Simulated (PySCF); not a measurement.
# Hf(SH)4: other functionals and bases at one geometry

An exercise on one series of results from a longer session: the logs are not shown, and one member is left open.

Program: PySCF 2.14.0. Level of theory: several levels, as the steps say, no spin–orbit coupling. These are calculated values, not measurements.

3 further runs of the same task are left out: 2 for a known fault of the program, 1 set aside as unsound or not needed.

## The system as given

9 atoms, charge 0, spin multiplicity 1.

Bond lengths: Hf1–S2 2.436 Å, Hf1–S4 2.436 Å, Hf1–S6 2.436 Å, Hf1–S8 2.436 Å, S2–H3 1.359 Å, S4–H5 1.359 Å, S6–H7 1.359 Å, S8–H9 1.359 Å. Angles: S2–Hf1–S4 110.5°, S2–Hf1–S6 108.9°, S2–Hf1–S8 108.9°, S4–Hf1–S6 108.9°, S4–Hf1–S8 108.9°, S6–Hf1–S8 110.5°, Hf1–S2–H3 90.3°, Hf1–S4–H5 90.3°, Hf1–S6–H7 90.3°, Hf1–S8–H9 90.3°.

Coordinates:

```xyz
9

Hf    0.0000    0.0000    0.0000
S     1.3432    1.4849    1.3881
H     1.7652    0.4258    2.1268
S    -1.3432   -1.4849    1.3881
H    -1.7652   -0.4258    2.1268
S     1.4850   -1.3432   -1.3881
H     0.4258   -1.7653   -2.1268
S    -1.4850    1.3432   -1.3881
H    -0.4258    1.7653   -2.1268
```

Formal oxidation states: Hf +4. An earlier session relaxed this geometry at r2SCAN, Hf def2-SVP with ECP60, S def2-SVP, H def2-SVP (singlet, point group S4).

At r2SCAN on the finer grid: E = -1642.810804 Eh, HOMO -7.00 eV, LUMO -2.87 eV, Mulliken charge on Hf1 +0.67 e, largest force component 0.010 eV/Å. 

Levels to run: HF; BP86; B3LYP; BLYP; r2SCAN, TZVP; r2SCAN, x2c-SVP. Hardware: 2 threads of Arm Neoverse V1, shared host.

Set-up of the first run:

run.py (the lines that set the calculation)

```python
mol = gto.M(atom='''
Hf     0.00000     0.00000    -0.00001
S      1.34321     1.48494     1.38813
H      1.76517     0.42576     2.12679
S     -1.34321    -1.48494     1.38813
H     -1.76517    -0.42576     2.12679
S      1.48499    -1.34323    -1.38813
H      0.42577    -1.76527    -2.12679
S     -1.48499     1.34323    -1.38813
H     -0.42577     1.76527    -2.12679''',
    basis={'Hf': 'def2-SVP', 'S': 'def2-SVP', 'H': 'def2-SVP'},
    ecp={'Hf': 'def2-SVP'},
    charge=0, spin=0)
mf = scf.RHF(mol)
mf = mf.density_fit()  # fitting sets: Hf def2-universal-JKFIT, S def2-universal-JKFIT, H def2-universal-JKFIT
mf.conv_tol = 1e-08; mf.max_cycle = 55
mf.kernel(dm0)  # dm0: the density of the relaxed state
```

Launch:

```bash
$ OMP_NUM_THREADS=2 python run.py
```

Steps of the session up to this table: HF; BP86; B3LYP; BLYP; r2SCAN, TZVP; r2SCAN, x2c-SVP.

One of the session's tables, all rows but one given; the rest of the session is left out.

| level | HOMO (eV) | gap (eV) | charge on Hf1 (e) | largest force component (eV/Å) |
| --- | --- | --- | --- | --- |
| r2SCAN (relaxed here) | -7.00 | 4.13 | 0.67 | 0.01 |
| HF | -10.61 | 11.86 | 1.07 | 0.49 |
| BP86 | -6.74 | 3.67 | 0.48 | 0.30 |
| B3LYP | -7.53 | 5.21 | 0.59 | 0.12 |
| BLYP | ? | ? | ? | ? |
| r2SCAN, TZVP | -6.99 | 4.13 | 1.00 | 0.16 |
| r2SCAN, x2c-SVP | -7.07 | 3.92 | 0.35 | 0.42 |

**Question.** Estimate the row for BLYP.

As computed: HOMO (eV): -6.39; gap (eV): 3.65; charge on Hf1 (e): 0.46; largest force component (eV/Å): 0.45. In the column «HOMO (eV)» it is the highest.

In one basis the HOMO–LUMO gap runs from 3.65 eV (BLYP) to 11.86 eV (HF). The largest leftover force, 0.49 eV/Å with HF, stands at a geometry relaxed at another level. Total energies of different levels can't be compared.
